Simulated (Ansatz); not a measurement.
**GaHCl radical (SMILES [Cl][GaH]): single points off equilibrium**

The task here is to estimate one member of a computed series from the others.

Computed with Ansatz 0.2.0, Gaussian basis. Level: single points in def2-TZVPP.

Correlated methods freeze the cores. Filled d shells of the heavier atoms are correlated. Orbitals are unrestricted.

## The system as given

3 atoms, charge 0, spin multiplicity 2.

Atoms are counted from 1 here; the program's logs count them from 0.

Bond lengths: Cl1–Ga2 2.052 Å, Ga2–H3 1.856 Å. Angles: Cl1–Ga2–H3 128.1°.

Geometry (Å):

```xyz
3
ClGaH
Cl    1.63260   -0.19080    0.79370
Ga   -0.17300   -0.53800   -0.11680
H    -1.43990    0.70560   -0.65790
```

Set-up of the first run:

run/in.yaml reads:

```yaml
crystal:
  periodic: [false, false, false]
  atoms:
    - {symbol: Cl, position_ang: [1.632600, -0.190800, 0.793700]}
    - {symbol: Ga, position_ang: [-0.173000, -0.538000, -0.116800]}
    - {symbol: H, position_ang: [-1.439900, 0.705600, -0.657900]}
basis:
  gaussian: {orbitals: def2-TZVPP}
magnetization: {spin_polarized: true, initial_magnetization: 1}
correlation: {method: ccsd_t}
scf: {omitted_lower_state_checks: [cluster_reference]}
output: {forces: true}
```

The command line of these runs was not kept.

Among the steps run: CCSD(T)/def2-TZVPP; PBE0-D4/def2-TZVPP; wB97M-V/def2-TZVPP; r2SCAN-D4/def2-TZVPP; PBE-D4/def2-TZVPP; BHLYP-D4/def2-TZVPP; revPBE-D4/def2-TZVPP.

One table of the session follows, with a row left open; its other results are not shown here.

```
   method  RMS force component (eV/Å)  angle to CCSD(T) forces (°)  dipole (D)
  CCSD(T)                       1.468                    reference        0.79
  PBE0-D4                       1.386                          1.9        0.85
  wB97M-V                       1.446                          0.3        0.88
r2SCAN-D4                       1.371                          1.5        0.80
   PBE-D4                       1.428                          7.1        0.74
 BHLYP-D4                           ?                            ?           ?
revPBE-D4                       1.461                         10.2        0.73
```

Q: Estimate the row for BHLYP-D4 from the others.

As computed: RMS force component (eV/Å): 1.428; angle to CCSD(T) forces (°): 3.0; dipole (D): 0.96.
